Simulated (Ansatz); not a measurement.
# GeH5Si: the cost of one run

Computed with Ansatz 0.2.0, Gaussian basis. Level: single points in def2-TZVPPD.

Cores are frozen in the correlated methods. Filled d shells of the heavier atoms are correlated.

**1. The starting structure**

SMILES `[SiH2-][GeH3]`, 7 atoms, charge -1, spin multiplicity 1.

Atoms are counted from 1 here; the program's logs count them from 0.

Bond lengths: Si1–Ge2 2.381 Å, Si1–H3 1.559 Å, Si1–H4 1.470 Å, Ge2–H5 1.552 Å, Ge2–H6 1.517 Å, Ge2–H7 1.511 Å. Angles: Ge2–Si1–H3 93.8°, Ge2–Si1–H4 103.1°, H3–Si1–H4 91.3°, Si1–Ge2–H5 102.3°, Si1–Ge2–H6 149.3°, Si1–Ge2–H7 104.9°, H5–Ge2–H6 93.1°, H5–Ge2–H7 96.5°, H6–Ge2–H7 99.5°.

Geometry (Å):

```xyz
7
GeH5Si
Si    0.0624   -1.5094   -0.4503
Ge    0.1443    0.8092    0.0856
H     0.1212   -1.9632    1.0403
H    -1.3799   -1.7872   -0.5117
H     0.0094    1.4760   -1.3099
H    -0.4539    2.0034    0.8039
H     1.6116    1.1119    0.2789
```

**2. CCSD(T)/def2-TZVPPD**

run/in.yaml

```yaml
crystal:
  periodic: [false, false, false]
  atoms:
    - {symbol: Si, position_ang: [0.062400, -1.509400, -0.450300]}
    - {symbol: Ge, position_ang: [0.144300, 0.809200, 0.085600]}
    - {symbol: H, position_ang: [0.121200, -1.963200, 1.040300]}
    - {symbol: H, position_ang: [-1.379900, -1.787200, -0.511700]}
    - {symbol: H, position_ang: [0.009400, 1.476000, -1.309900]}
    - {symbol: H, position_ang: [-0.453900, 2.003400, 0.803900]}
    - {symbol: H, position_ang: [1.611600, 1.111900, 0.278900]}
basis:
  gaussian: {orbitals: "def2-TZVPPD.json"}
total_charge: -1
correlation: {method: ccsd_t}
output: {forces: true}
```

The basis file named in the input lies beside it (Basis Set Exchange, JSON).

Command:

```console
$ ansatz run in.yaml --threads 4 --pin off --events-out ev --progress --plain --max-ram 5222MiB
```

Q: Estimate wall time and peak memory on 4 threads of Intel Xeon 6975P-C, shared host.

About 81 s, with a peak of 3.4 GiB.
